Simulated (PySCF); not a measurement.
# [Yb(NH3)3]2+: other functionals and bases at one geometry

An exercise on one series of results from a longer session: the logs are not shown, and one member is left open.

Program: PySCF 2.14.0. Level of theory: several levels, as the steps say, no spin–orbit coupling. These are calculated values, not measurements.

3 further runs of the same task are left out: 2 for a known fault of the program, 1 that didn't finish.

## The starting structure

13 atoms, charge 2, spin multiplicity 1.

Bond lengths: Yb1–N2 2.583 Å, Yb1–N6 2.583 Å, Yb1–N10 2.583 Å, N2–H3 1.034 Å, N2–H4 1.034 Å, N2–H5 1.034 Å, N6–H7 1.034 Å, N6–H8 1.034 Å, N6–H9 1.034 Å, N10–H11 1.034 Å, N10–H12 1.034 Å, N10–H13 1.034 Å. Angles: N2–Yb1–N6 120.0°, N2–Yb1–N10 120.0°, N6–Yb1–N10 120.0°, Yb1–N2–H3 115.0°, Yb1–N2–H4 115.0°, Yb1–N2–H5 115.0°, H3–N2–H4 103.4°, H3–N2–H5 103.4°, H4–N2–H5 103.4°, Yb1–N6–H7 115.0°, Yb1–N6–H8 115.0°, Yb1–N6–H9 115.0°, H7–N6–H8 103.4°, H7–N6–H9 103.4°, H8–N6–H9 103.4°, Yb1–N10–H11 115.0°, Yb1–N10–H12 115.0°, Yb1–N10–H13 115.0° and more.

As a file:

```
atom     x (Å)     y (Å)     z (Å)
 Yb1   0.00000   0.00000   0.00000
  N2   2.58327   0.00015   0.00000
  H3   3.02036  -0.46870   0.81179
  H4   3.02036  -0.46870  -0.81179
  H5   3.02060   0.93734   0.00000
  N6  -1.29176   2.23710   0.00000
  H7  -1.10428   2.85006   0.81179
  H8  -1.10428   2.85006  -0.81179
  H9  -2.32206   2.14725   0.00000
 N10  -1.29150  -2.23725   0.00000
 H11  -1.91609  -2.38136   0.81179
 H12  -1.91609  -2.38136  -0.81179
 H13  -0.69854  -3.08459   0.00000
```

Formal oxidation states: Yb +2. Each metal's 14 4f electrons lie in its core potential, so multiplicities, spins and levels count the valence alone. An earlier session relaxed this geometry at TPSS, Yb lcecp-0-SVP with ECP60, N def2-SVP, H def2-SVP (singlet, point group C3h).

At TPSS on the finer grid: E = -202.135701 Eh, frontier levels not given, since the 4f levels lie in the core, Mulliken charge on Yb1 +1.19 e, largest force component 0.005 eV/Å. 

Levels to run: r2SCAN; B3LYP; wB97X; HF; TPSS, TZVP. Hardware: 2 threads of Arm Neoverse V1, shared host.

Set-up of the first run:

run.py (the lines that set the calculation) reads:

```python
mol = gto.M(atom='''
Yb     0.00000     0.00000     0.00000
N      2.58327     0.00015     0.00000
H      3.02036    -0.46870     0.81179
H      3.02036    -0.46870    -0.81179
H      3.02060     0.93734     0.00000
N     -1.29176     2.23710     0.00000
H     -1.10428     2.85006     0.81179
H     -1.10428     2.85006    -0.81179
H     -2.32206     2.14725     0.00000
N     -1.29150    -2.23725     0.00000
H     -1.91609    -2.38136     0.81179
H     -1.91609    -2.38136    -0.81179
H     -0.69854    -3.08459     0.00000''',
    basis={'Yb': 'lcecp-0-SVP', 'N': 'def2-SVP', 'H': 'def2-SVP'},
    ecp={'Yb': 'lcecp-0-SVP'},
    charge=2, spin=0)
mf = dft.RKS(mol, xc='R2SCAN')
mf.grids.atom_grid = (75, 302)  # f atoms: unpruned, at least (60, 302)
mf = mf.density_fit()  # fitting sets: Yb AutoAux, N def2-universal-JKFIT, H def2-universal-JKFIT
mf.conv_tol = 1e-08; mf.max_cycle = 55
mf.kernel(dm0)  # dm0: the density of the relaxed state
```

Started as:

```console
OMP_NUM_THREADS=2 python run.py
```

Among the steps run: r2SCAN; B3LYP; wB97X; HF; TPSS, TZVP.

One table of the session follows, with a row left open; its other results are not shown here.

```
              level  charge on Yb1 (e)  largest force component (eV/Å)
TPSS (relaxed here)               1.19                            0.01
             r2SCAN                  ?                               ?
              B3LYP               1.20                            0.25
              wB97X               1.26                            0.32
                 HF               1.45                            1.33
         TPSS, TZVP               1.60                            0.39
```

Q: Estimate the row for r2SCAN from the others.

As computed: charge on Yb1 (e): 1.25; largest force component (eV/Å): 0.23. In the column «charge on Yb1 (e)» it lies between B3LYP (1.20) and wB97X (1.26).

The largest leftover force, 1.33 eV/Å with HF, stands at a geometry relaxed at another level. With 4f in the core, its levels are missing from HOMO and gap, and its count is fixed, so no charge can pass from the ligands into it. Total energies of different levels can't be compared.
